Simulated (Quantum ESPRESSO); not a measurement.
# RuAu (Pm-3m) in Quantum ESPRESSO: a series of runs, part 2 of 3

Quantum ESPRESSO 7.5. Earlier steps stand in the parts before.

## 3. Phonons, PBE

Input file pw.in:

```
&CONTROL
  calculation = 'scf'
  prefix = 'pwscf'
  outdir = './tmp'
  pseudo_dir = './pseudo'
  tprnfor = .true.
  tstress = .true.
  disk_io = 'low'
/
&SYSTEM
  ibrav = 0
  nat = 2
  ntyp = 2
  ecutwfc = 84
  nbnd = 25
  occupations = 'smearing'
  smearing = 'mv'
  degauss = 0.01469973
/
&ELECTRONS
  conv_thr = 4d-10
  electron_maxstep = 120
  mixing_beta = 0.5
/
ATOMIC_SPECIES
Ru   101.0700 Ru.upf
Au   196.9666 Au.upf
CELL_PARAMETERS angstrom
   3.1648100000    0.0000000000    0.0000000000
   0.0000000000    3.1648100000    0.0000000000
   0.0000000000    0.0000000000    3.1648100000
ATOMIC_POSITIONS crystal
Ru     0.0000000000    0.0000000000    0.0000000000
Au     0.5000000000    0.5000000000    0.5000000000
K_POINTS automatic
7 7 7 0 0 0
```

Input file scf2.in:

```
&CONTROL
  calculation = 'scf'
  prefix = 'pwscf'
  outdir = './tmp'
  pseudo_dir = './pseudo'
  tprnfor = .true.
  tstress = .true.
  disk_io = 'low'
/
&SYSTEM
  ibrav = 0
  nat = 2
  ntyp = 2
  ecutwfc = 84
  nbnd = 25
  occupations = 'smearing'
  smearing = 'mv'
  degauss = 0.01469973
/
&ELECTRONS
  conv_thr = 1d-13
  electron_maxstep = 120
  mixing_beta = 0.5
  startingpot = 'file'
  startingwfc = 'file'
/
ATOMIC_SPECIES
Ru   101.0700 Ru.upf
Au   196.9666 Au.upf
CELL_PARAMETERS angstrom
   3.1648100000    0.0000000000    0.0000000000
   0.0000000000    3.1648100000    0.0000000000
   0.0000000000    0.0000000000    3.1648100000
ATOMIC_POSITIONS crystal
Ru     0.0000000000    0.0000000000    0.0000000000
Au     0.5000000000    0.5000000000    0.5000000000
K_POINTS automatic
7 7 7 0 0 0
```

Input file ph.in:

```
phonons of RuAu
&INPUTPH
  prefix = 'pwscf'
  outdir = './tmp'
  tr2_ph = 1d-18
  fildyn = 'dyn'
  niter_ph = 90
  alpha_mix(1) = 0.4
/
0.0000000000 0.0000000000 0.0000000000
```

Input file dynmat.in:

```
&INPUT
  fildyn = 'dyn'
  asr = 'crystal'
  filout = 'dynmat.disp'
  fileig = 'dynmat.eig'
/
```

Potentials or basis: Ansatz NC SR PBE.

Launch:

```sh
$ OMP_NUM_THREADS=1 pw.x -in pw.in > pw.out
$ OMP_NUM_THREADS=1 pw.x -in scf2.in > scf2.out
$ OMP_NUM_THREADS=1 ph.x -in ph.in > ph.out
$ OMP_NUM_THREADS=1 dynmat.x -in dynmat.in > dynmat.out
```

pw.out:

```text
[... set-up lines left out ...]
     Self-consistent Calculation

     iteration #  1     ecut=    84.00 Ry     beta= 0.50
     Davidson diagonalization with overlap
     ethr =  1.00E-02,  avg # of iterations =  3.8

     Threshold (ethr) on eigenvalues was too large:
     Diagonalizing with lowered threshold

     Davidson diagonalization with overlap
     ethr =  6.79E-04,  avg # of iterations =  1.2

     total energy              =    -498.03466895 Ry
     estimated scf accuracy    <       0.24114289 Ry

     iteration #  2     ecut=    84.00 Ry     beta= 0.50
     Davidson diagonalization with overlap
     ethr =  6.89E-04,  avg # of iterations =  2.0

     total energy              =    -498.07417575 Ry
     estimated scf accuracy    <       0.08220974 Ry

     iteration #  3     ecut=    84.00 Ry     beta= 0.50
     Davidson diagonalization with overlap
     ethr =  2.35E-04,  avg # of iterations =  2.4

     total energy              =    -498.09008743 Ry
     estimated scf accuracy    <       0.06301356 Ry

     iteration #  4     ecut=    84.00 Ry     beta= 0.50
     Davidson diagonalization with overlap
     ethr =  1.80E-04,  avg # of iterations =  1.2

     total energy              =    -498.09992801 Ry
     estimated scf accuracy    <       0.00129734 Ry

     iteration #  5     ecut=    84.00 Ry     beta= 0.50
     Davidson diagonalization with overlap
     ethr =  3.71E-06,  avg # of iterations =  4.1

     total energy              =    -498.10011963 Ry
     estimated scf accuracy    <       0.00005361 Ry

     iteration #  6     ecut=    84.00 Ry     beta= 0.50
     Davidson diagonalization with overlap
     ethr =  1.53E-07,  avg # of iterations =  1.9

     total energy              =    -498.10012879 Ry
     estimated scf accuracy    <       0.00000083 Ry

     iteration #  7     ecut=    84.00 Ry     beta= 0.50
     Davidson diagonalization with overlap
     ethr =  2.37E-09,  avg # of iterations =  3.2

     total energy              =    -498.10012907 Ry
     estimated scf accuracy    <       0.00000012 Ry

     iteration #  8     ecut=    84.00 Ry     beta= 0.50
     Davidson diagonalization with overlap
     ethr =  3.32E-10,  avg # of iterations =  2.0

     total energy              =    -498.10012910 Ry
     estimated scf accuracy    <       0.00000003 Ry

     iteration #  9     ecut=    84.00 Ry     beta= 0.50
     Davidson diagonalization with overlap
     ethr =  9.06E-11,  avg # of iterations =  1.6

     total energy              =    -498.10012910 Ry
     estimated scf accuracy    <          1.1E-09 Ry

     iteration # 10     ecut=    84.00 Ry     beta= 0.50
     Davidson diagonalization with overlap
     ethr =  3.25E-12,  avg # of iterations =  2.1

     End of self-consistent calculation

          k = 0.0000 0.0000 0.0000 (  2801 PWs)   bands (ev):

   -84.7698 -51.5296 -36.1060 -36.1060 -36.1060 -21.4692 -21.4692 -21.4692
    12.1552  14.5298  14.5298  16.7736  16.7736  16.7736  19.9154  19.9154
    21.5772  21.5772  21.5772  28.6974  28.6974  28.6974  35.3855  37.8593
    38.6257

          k = 0.0000 0.0000 0.1429 (  2801 PWs)   bands (ev):

   -84.7697 -51.5284 -36.1127 -36.1053 -36.1053 -21.4900 -21.4684 -21.4684
    12.5466  14.6880  14.7847  16.7443  16.7443  16.8792  19.6468  20.0203
    21.0397  21.0397  21.4020  26.9534  29.7427  29.7427  36.3022  37.7051
    38.5551

          k = 0.0000 0.0000 0.2857 (  2790 PWs)   bands (ev):

   -84.7693 -51.5257 -36.1277 -36.1037 -36.1037 -21.5365 -21.4665 -21.4665
    13.5859  15.1134  15.4479  16.6953  16.6953  17.1477  18.9791  20.0822
    20.0822  20.1460  20.9803  24.1922  32.2073  32.2073  35.8677  37.4901
    38.3495

          k = 0.0000 0.0000 0.4286 (  2802 PWs)   bands (ev):

   -84.7690 -51.5236 -36.1397 -36.1025 -36.1025 -21.5736 -21.4650 -21.4650
    14.6444  15.5859  16.3149  16.6778  16.6778  17.4090  18.3180  19.4427
    19.4427  19.6083  20.5990  22.6032  35.2591  35.2591  35.3039  36.7070
    37.4240

          k = 0.0000 0.1429 0.1429 (  2791 PWs)   bands (ev):

   -84.7695 -51.5272 -36.1126 -36.1116 -36.1046 -21.4908 -21.4865 -21.4674
    12.9092  14.8631  15.0009  16.5434  16.6881  17.0774  19.6607  19.9575
    20.4478  20.5309  21.6095  27.7724  27.9802  30.5188  37.2373  37.7899
    37.9257

          k = 0.0000 0.1429 0.2857 (  2785 PWs)   bands (ev):

   -84.7691 -51.5245 -36.1274 -36.1108 -36.1031 -21.5341 -21.4855 -21.4651
    13.8293  15.2232  15.6207  16.4005  16.6478  17.1356  19.2460  19.6698
    19.9382  20.2084  21.3948  24.8649  29.8976  32.5675  36.5560  36.7281
    37.4387

          k = 0.0000 0.1429 0.4286 (  2781 PWs)   bands (ev):

   -84.7688 -51.5223 -36.1396 -36.1098 -36.1019 -21.5701 -21.4832 -21.4632
    14.7038  15.5934  15.8902  16.4147  16.9423  17.2799  18.7748  19.0645
    19.9777  20.2341  20.9367  22.7688  31.9483  34.4510  35.3209  36.2149
    36.9451

          k = 0.0000 0.2857 0.2857 (  2776 PWs)   bands (ev):

   -84.7688 -51.5216 -36.1275 -36.1259 -36.1017 -21.5317 -21.5250 -21.4618
    14.2612  15.1997  16.0522  16.3195  16.7198  16.8985  19.4324  19.6504
    20.1424  20.2535  21.7157  25.3641  27.5952  33.7070  34.0473  36.1484
    36.2080

          k = 0.0000 0.2857 0.4286 (  2778 PWs)   bands (ev):

   -84.7685 -51.5193 -36.1394 -36.1261 -36.1006 -21.5625 -21.5238 -21.4591
    14.5339  14.9549  15.9516  16.2348  16.8044  18.1227  19.2450  19.6322
    20.6976  20.8765  21.5338  23.0897  28.7813  31.6396  35.2385  35.5234
    35.5293

          k = 0.0000 0.4286 0.4286 (  2774 PWs)   bands (ev):

   -84.7682 -51.5170 -36.1394 -36.1391 -36.0995 -21.5569 -21.5556 -21.4559
    14.3523  14.5221  15.6833  15.7742  17.9648  18.5539  20.1223  20.6771
    20.6806  21.5774  21.8253  22.5473  27.1218  29.5612  34.3972  34.4471
    35.8361

          k = 0.1429 0.1429 0.1429 (  2779 PWs)   bands (ev):

   -84.7693 -51.5260 -36.1119 -36.1119 -36.1108 -21.4903 -21.4857 -21.4857
    13.2622  15.1196  15.1196  16.4828  16.4828  17.0916  19.8188  19.8188
    19.9193  21.0662  21.0662  28.3168  28.7388  28.7388  37.8005  37.8005
    38.7465

          k = 0.1429 0.1429 0.2857 (  2772 PWs)   bands (ev):

   -84.7690 -51.5232 -36.1270 -36.1102 -36.1101 -21.5319 -21.4841 -21.4840
    14.1269  15.4270  15.6951  16.3494  16.3689  16.8496  19.4712  19.8740
    20.1282  20.2136  21.1455  25.5767  29.6770  30.8750  36.4012  36.6048
    38.6159

          k = 0.1429 0.1429 0.4286 (  2786 PWs)   bands (ev):

   -84.7687 -51.5210 -36.1394 -36.1093 -36.1089 -21.5673 -21.4826 -21.4807
    14.9104  15.6105  15.7529  16.2212  16.6169  17.4401  19.1398  19.3237
    19.5247  20.9160  21.1834  23.1932  31.2555  33.1543  33.9197  35.3101
    38.3501

          k = 0.1429 0.2857 0.2857 (  2778 PWs)   bands (ev):

   -84.7686 -51.5203 -36.1267 -36.1256 -36.1088 -21.5292 -21.5244 -21.4808
    14.6515  15.4430  15.9858  16.3271  16.3345  16.5682  19.6144  19.9519
    20.0827  20.8653  21.1684  26.3585  27.5211  31.3439  34.1057  35.9377
    37.7816

          k = 0.1429 0.2857 0.4286 (  2781 PWs)   bands (ev):

   -84.7683 -51.5181 -36.1389 -36.1254 -36.1077 -21.5608 -21.5228 -21.4780
    14.8851  15.1218  15.8840  16.0494  16.7184  17.9307  19.2091  19.8265
    19.9711  21.2615  22.0651  24.0373  28.6429  31.6073  32.7751  34.6065
    36.8706

          k = 0.1429 0.4286 0.4286 (  2785 PWs)   bands (ev):

   -84.7680 -51.5157 -36.1386 -36.1384 -36.1066 -21.5561 -21.5552 -21.4752
    14.6970  14.7781  15.6526  15.7292  17.9162  18.4817  19.5389  19.9191
    20.3605  21.4237  23.0858  24.1402  26.8710  29.5120  33.3133  34.2408
    35.1804

          k = 0.2857 0.2857 0.2857 (  2785 PWs)   bands (ev):

   -84.7682 -51.5175 -36.1249 -36.1249 -36.1247 -21.5237 -21.5230 -21.5230
    15.4012  15.8538  15.8538  15.8737  16.3499  16.3499  19.7603  19.7603
    20.6102  20.6102  22.1038  27.3857  28.3463  28.3463  33.9129  34.6640
    34.6640

          k = 0.2857 0.2857 0.4286 (  2774 PWs)   bands (ev):

   -84.7679 -51.5152 -36.1376 -36.1241 -36.1234 -21.5571 -21.5219 -21.5189
    15.1757  15.5435  15.7653  16.3376  16.3498  17.7068  19.2065  19.3985
    20.4743  21.1916  23.5340  25.4737  28.0413  30.5152  31.4020  32.7663
    35.2423

          k = 0.2857 0.4286 0.4286 (  2782 PWs)   bands (ev):

   -84.7676 -51.5129 -36.1366 -36.1366 -36.1225 -21.5543 -21.5542 -21.5185
    15.1350  15.5655  15.6081  15.9761  17.6768  17.8727  18.9966  19.0435
    20.8751  21.3976  24.8422  26.3937  26.4442  29.5408  31.0054  32.9424
    33.2889

          k = 0.4286 0.4286 0.4286 (  2788 PWs)   bands (ev):

   -84.7673 -51.5106 -36.1353 -36.1351 -36.1351 -21.5534 -21.5534 -21.5525
    15.4174  15.6085  15.6085  17.3003  17.3003  17.3902  18.6800  18.6800
    21.4188  21.4188  24.9045  27.3348  28.9150  28.9150  30.0225  31.3350
    31.3350

     the Fermi energy is    20.9536 ev

!    total energy              =    -498.10012910 Ry
     estimated scf accuracy    <          6.3E-11 Ry
     smearing contrib. (-TS)   =      -0.00080266 Ry
     internal energy E=F+TS    =    -498.09932645 Ry

     The total energy is F=E-TS. E is the sum of the following terms:
     one-electron contribution =    -119.66112426 Ry
     hartree contribution      =      81.91125924 Ry
     xc contribution           =     -86.10932135 Ry
     ewald contribution        =    -374.24014008 Ry

     convergence has been achieved in  10 iterations

     Forces acting on atoms (cartesian axes, Ry/au):

     atom    1 type  1   force =     0.00000000    0.00000000    0.00000000
     atom    2 type  2   force =     0.00000000    0.00000000    0.00000000

     Total force =     0.000000     Total SCF correction =     0.000000

     Computing stress (Cartesian axis) and pressure

          total   stress  (Ry/bohr**3)                   (kbar)     P=       -0.69
  -0.00000471   0.00000000   0.00000000           -0.69        0.00        0.00
   0.00000000  -0.00000471   0.00000000            0.00       -0.69        0.00
   0.00000000   0.00000000  -0.00000471            0.00        0.00       -0.69

=------------------------------------------------------------------------------=
   JOB DONE.
=------------------------------------------------------------------------------=
```

Run time: 12 min. Hardware: 1 thread of Intel Xeon at 2.50GHz (Skylake/Cascade Lake), shared host; peak memory 0.09 GiB.

Results:

* Free energy: -6776.9975 eV
* Pressure after relaxing: -0.1 GPa
* Band gap on the k mesh: none (metal or under the smearing width)
* Highest phonon frequency at Γ: 183 cm⁻¹

Phonon frequencies in cm⁻¹ (negative: imaginary):
```
              q point        frequencies
(0.000, 0.000, 0.000)  1 1 1 183 183 183
```

Optical modes at Γ, degenerate ones joined:
| cm⁻¹ | components | symmetry | active in |
| --- | --- | --- | --- |
| 183 | 3 | T1u | IR |

Caveat: the mesh is thin for the phonons of a metal. The run has no spin-orbit coupling, so splittings on Au are missing.

## 4. Phonons, PBE

pw.in is that of step 3.

scf2.in is that of step 3.

ph.in is that of step 3.

dynmat.in is that of step 3.

Potentials or basis: PseudoDojo 0.4.1 SR PBE standard.

Launch:

```sh
$ OMP_NUM_THREADS=1 pw.x -in pw.in > pw.out
$ OMP_NUM_THREADS=1 pw.x -in scf2.in > scf2.out
$ OMP_NUM_THREADS=1 ph.x -in ph.in > ph.out
$ OMP_NUM_THREADS=1 dynmat.x -in dynmat.in > dynmat.out
```

pw.out:

```text
This program is part of the open-source Quantum ESPRESSO suite
     for quantum simulation of materials; please cite
         "P. Giannozzi et al., J. Phys.:Condens. Matter 21 395502 (2009);
         "P. Giannozzi et al., J. Phys.:Condens. Matter 29 465901 (2017);
         "P. Giannozzi et al., J. Chem. Phys. 152 154105 (2020);
     in publications or presentations arising from this work. More details at

     Message from routine setup:
     using ibrav=0 with symmetry is DISCOURAGED, use correct ibrav instead

     G-vector sticks info
     --------------------
     sticks:   dense  smooth     PW     G-vecs:    dense   smooth      PW
     Sum         949     949    285                22143    22143    3575

     Using Slab Decomposition

     bravais-lattice index     =            0
     lattice parameter (alat)  =       5.9806  a.u.
     unit-cell volume          =     213.9142 (a.u.)^3
     number of atoms/cell      =            2
     number of atomic types    =            2
     number of electrons       =        35.00
     number of Kohn-Sham states=           25
     kinetic-energy cutoff     =      84.0000  Ry
     charge density cutoff     =     336.0000  Ry
     scf convergence threshold =      4.0E-10
     mixing beta               =       0.5000
     number of iterations used =            8  plain     mixing
     Exchange-correlation= PBE
                           (   1   4   3   4   0   0   0)

     celldm(1)=   5.980624  celldm(2)=   0.000000  celldm(3)=   0.000000
     celldm(4)=   0.000000  celldm(5)=   0.000000  celldm(6)=   0.000000

     crystal axes: (cart. coord. in units of alat)
               a(1) = (   1.000000   0.000000   0.000000 )
               a(2) = (   0.000000   1.000000   0.000000 )
               a(3) = (   0.000000   0.000000   1.000000 )

     reciprocal axes: (cart. coord. in units 2 pi/alat)
               b(1) = (  1.000000  0.000000  0.000000 )
               b(2) = (  0.000000  1.000000  0.000000 )
               b(3) = (  0.000000  0.000000  1.000000 )

     PseudoPot. # 1 for Ru read from file:
     Ru.upf
     Pseudo is Norm-conserving + core correction, Zval = 16.0
     Generated using ONCVPSP code by D. R. Hamann
     Using radial grid of 1584 points,  6 beta functions with:
                l(1) =   0
                l(2) =   0
                l(3) =   1
                l(4) =   1
                l(5) =   2
                l(6) =   2

     PseudoPot. # 2 for Au read from file:
     Au.upf
     Pseudo is Norm-conserving + core correction, Zval = 19.0
     Generated using ONCVPSP code by D. R. Hamann
     Using radial grid of 1356 points,  7 beta functions with:
                l(1) =   0
                l(2) =   0
                l(3) =   1
                l(4) =   1
                l(5) =   2
                l(6) =   2
                l(7) =   3

     atomic species   valence    mass     pseudopotential
     Ru               16.00   101.07000     Ru( 1.00)
     Au               19.00   196.96660     Au( 1.00)

     48 Sym. Ops., with inversion, found

   Cartesian axes

     site n.     atom                  positions (alat units)
         1        Ru     tau(   1) = (   0.0000000   0.0000000   0.0000000  )
         2        Au     tau(   2) = (   0.5000000   0.5000000   0.5000000  )

     number of k points=    20  Marzari-Vanderbilt smearing, width (Ry)=  0.0147
                       cart. coord. in units 2pi/alat
        k(    1) = (   0.0000000   0.0000000   0.0000000), wk =   0.0058309
        k(    2) = (   0.0000000   0.0000000   0.1428571), wk =   0.0349854
        k(    3) = (   0.0000000   0.0000000   0.2857143), wk =   0.0349854
        k(    4) = (   0.0000000   0.0000000   0.4285714), wk =   0.0349854
        k(    5) = (   0.0000000   0.1428571   0.1428571), wk =   0.0699708
        k(    6) = (   0.0000000   0.1428571   0.2857143), wk =   0.1399417
[... 12 lines left out ...]
        k(   19) = (   0.2857143   0.4285714   0.4285714), wk =   0.1399417
        k(   20) = (   0.4285714   0.4285714   0.4285714), wk =   0.0466472

     Dense  grid:    22143 G-vectors     FFT dimensions: (  36,  36,  36)

     Initial potential from superposition of free atoms

     starting charge      34.9991, renormalised to      35.0000
     Starting wfcs are   20 randomized atomic wfcs +    5 random wfcs

     Self-consistent Calculation

     iteration #  1     ecut=    84.00 Ry     beta= 0.50
     Davidson diagonalization with overlap
     ethr =  1.00E-02,  avg # of iterations =  3.4

     Threshold (ethr) on eigenvalues was too large:
     Diagonalizing with lowered threshold

     Davidson diagonalization with overlap
     ethr =  6.83E-04,  avg # of iterations =  1.0

     total energy              =    -498.40642180 Ry
     estimated scf accuracy    <       0.24137333 Ry
[... 57 lines left out ...]
     iteration # 10     ecut=    84.00 Ry     beta= 0.50
     Davidson diagonalization with overlap
     ethr =  3.04E-12,  avg # of iterations =  1.8

     End of self-consistent calculation

          k = 0.0000 0.0000 0.0000 (  2801 PWs)   bands (ev):

   -84.9292 -51.5570 -36.2414 -36.2414 -36.2414 -21.4960 -21.4960 -21.4960
    12.1308  14.5143  14.5143  16.7557  16.7557  16.7557  19.8914  19.8914
    21.5519  21.5519  21.5519  28.6854  28.6854  28.6854  35.3437  37.9983
    38.5980
[... 129 lines left out ...]
   -84.9267 -51.5380 -36.2704 -36.2702 -36.2702 -21.5801 -21.5801 -21.5792
    15.4016  15.5927  15.5927  17.2774  17.2774  17.3645  18.6581  18.6581
    21.3937  21.3937  24.8832  27.3110  28.8890  28.8890  30.0005  31.3168
    31.3168

     the Fermi energy is    20.9290 ev

!    total energy              =    -498.47176233 Ry
     estimated scf accuracy    <          1.9E-11 Ry
     smearing contrib. (-TS)   =      -0.00080054 Ry
     internal energy E=F+TS    =    -498.47096180 Ry

     The total energy is F=E-TS. E is the sum of the following terms:
     one-electron contribution =    -120.20678378 Ry
     hartree contribution      =      82.14663181 Ry
     xc contribution           =     -86.17066974 Ry
     ewald contribution        =    -374.24014008 Ry

     convergence has been achieved in  10 iterations

     Forces acting on atoms (cartesian axes, Ry/au):

     atom    1 type  1   force =     0.00000000    0.00000000    0.00000000
     atom    2 type  2   force =     0.00000000    0.00000000    0.00000000

     Total force =     0.000000     Total SCF correction =     0.000000

     Computing stress (Cartesian axis) and pressure

          total   stress  (Ry/bohr**3)                   (kbar)     P=       -1.34
  -0.00000912   0.00000000   0.00000000           -1.34        0.00        0.00
   0.00000000  -0.00000912   0.00000000            0.00       -1.34        0.00
   0.00000000   0.00000000  -0.00000912            0.00        0.00       -1.34

=------------------------------------------------------------------------------=
   JOB DONE.
=------------------------------------------------------------------------------=
```

Wall time 11 min (1 thread of Intel Xeon at 2.50GHz (Skylake/Cascade Lake), shared host); peak memory 0.08 GiB.

What came out:

- Free energy: -6782.0538 eV
- Pressure after relaxing: -0.1 GPa
- Band gap on the k mesh: none (metal or under the smearing width)
- Highest phonon frequency at Γ: 183 cm⁻¹

Phonon frequencies in cm⁻¹ (negative: imaginary):
```tsv
q point	frequencies
(0.000, 0.000, 0.000)	1 1 1 183 183 183
```

Optical modes at Γ, degenerate ones joined:
```tsv
cm⁻¹	components	symmetry	active in
183	3	T1u	IR
```

Caveat: the mesh is thin for the phonons of a metal.

[end of part 2 of 3]
